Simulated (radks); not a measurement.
# Taking charge from the 5p level of Nd⁺ in fractions

Aim: follow energy and eigenvalue as charge leaves the 5p level of Nd⁺ bit by bit, and test Janak's theorem, Slater's transition state and the straight-line condition.

Program: radks (a radial shooting solver on a logarithmic mesh, Libxc functionals) version 1. Level of theory: Dirac Kohn-Sham, PBE, spin-unpolarised, spherical densities, finite nucleus; open shells are shared between the two j in proportion to 2j + 1. These are calculated values, not measurements, unless marked.

## Step 1: Starting point

| Property | Result |
| --- | --- |
| element | neodymium (Z = 60) |
| charge | +1 |
| electrons | 59 |
| configuration | [Xe] 4f4 6s1 |
| nuclear rms radius | 4.9123 fm |

The outer shells:

Nd⁺
```
[Xe] core
4f [↑ ][↑ ][↑ ][↑ ][  ][  ][  ]
6s [↑ ]
```

## Step 2: Start: [Xe] 4f4 6s1

Settings of this run:

```text
Z 60
configuration [Xe] 4f4 6s1
relativity Dirac
functional pbe,pbe
spin unpolarised
j_filling average
nucleus finite rms 4.9123 fm
c 137.035999084
```

## Step 3: 0.1 electron removed from 5p

Changes since step 2:

```diff
@@ -1,3 +1,3 @@
 Z 60
-configuration [Xe] 4f4 6s1
+configuration [Kr] 4d10 4f4 5s2 5p5.9 6s1
 relativity Dirac
```

## Step 4: 0.2 electron removed from 5p

Changes since step 3:

```diff
@@ -1,3 +1,3 @@
 Z 60
-configuration [Kr] 4d10 4f4 5s2 5p5.9 6s1
+configuration [Kr] 4d10 4f4 5s2 5p5.8 6s1
 relativity Dirac
```

## Step 5: 0.3 electron removed from 5p

Changes since step 4:

```diff
@@ -1,3 +1,3 @@
 Z 60
-configuration [Kr] 4d10 4f4 5s2 5p5.8 6s1
+configuration [Kr] 4d10 4f4 5s2 5p5.7 6s1
 relativity Dirac
```

## Step 6: 0.4 electron removed from 5p

Changes since step 5:

```diff
@@ -1,3 +1,3 @@
 Z 60
-configuration [Kr] 4d10 4f4 5s2 5p5.7 6s1
+configuration [Kr] 4d10 4f4 5s2 5p5.6 6s1
 relativity Dirac
```

## Step 7: 0.5 electron removed from 5p

Changes since step 6:

```diff
@@ -1,3 +1,3 @@
 Z 60
-configuration [Kr] 4d10 4f4 5s2 5p5.6 6s1
+configuration [Kr] 4d10 4f4 5s2 5p5.5 6s1
 relativity Dirac
```

## Step 8: 0.6 electron removed from 5p

Changes since step 7:

```diff
@@ -1,3 +1,3 @@
 Z 60
-configuration [Kr] 4d10 4f4 5s2 5p5.5 6s1
+configuration [Kr] 4d10 4f4 5s2 5p5.4 6s1
 relativity Dirac
```

## Step 9: 0.7 electron removed from 5p

Changes since step 8:

```diff
@@ -1,3 +1,3 @@
 Z 60
-configuration [Kr] 4d10 4f4 5s2 5p5.4 6s1
+configuration [Kr] 4d10 4f4 5s2 5p5.3 6s1
 relativity Dirac
```

## Step 10: 0.8 electron removed from 5p

Changes since step 9:

```diff
@@ -1,3 +1,3 @@
 Z 60
-configuration [Kr] 4d10 4f4 5s2 5p5.3 6s1
+configuration [Kr] 4d10 4f4 5s2 5p5.2 6s1
 relativity Dirac
```

## Step 11: 0.9 electron removed from 5p

Changes since step 10:

```diff
@@ -1,3 +1,3 @@
 Z 60
-configuration [Kr] 4d10 4f4 5s2 5p5.2 6s1
+configuration [Kr] 4d10 4f4 5s2 5p5.1 6s1
 relativity Dirac
```

## Step 12: 1 electron removed from 5p

Changes since step 11:

```diff
@@ -1,3 +1,3 @@
 Z 60
-configuration [Kr] 4d10 4f4 5s2 5p5.1 6s1
+configuration [Kr] 4d10 4f4 5s2 5p5 6s1
 relativity Dirac
```

Q: Predict the outcome of this session. Wanted: for each run, removed; E − E(0); eigenvalue; E minus straight line.

**Answer**, as computed:

```csv
removed (e),E − E(0) (eV),eigenvalue (eV),E minus straight line (eV)
0,0.000,-28.131,0.000
0.1,2.865,-29.179,-0.489
0.2,5.836,-30.240,-0.873
0.3,8.914,-31.315,-1.150
0.4,12.100,-32.402,-1.319
0.5,15.395,-33.501,-1.379
0.6,18.800,-34.610,-1.328
0.7,22.317,-35.730,-1.165
0.8,25.947,-36.860,-0.891
0.9,29.689,-37.999,-0.503
1,33.547,-39.147,0.000
```

What this shows: Removing the whole electron costs 33.547 eV, against 28.131 eV from minus the starting eigenvalue. Slater's transition state, half an electron removed, gives 33.501 eV. The trapezoid integral of minus the eigenvalue gives 33.548 eV over the range, against 33.547 eV from the energies (Janak's theorem). The eigenvalue moves by 11.0 eV per electron. E bends below the straight line by 1.38 eV at 0.5 electron removed.
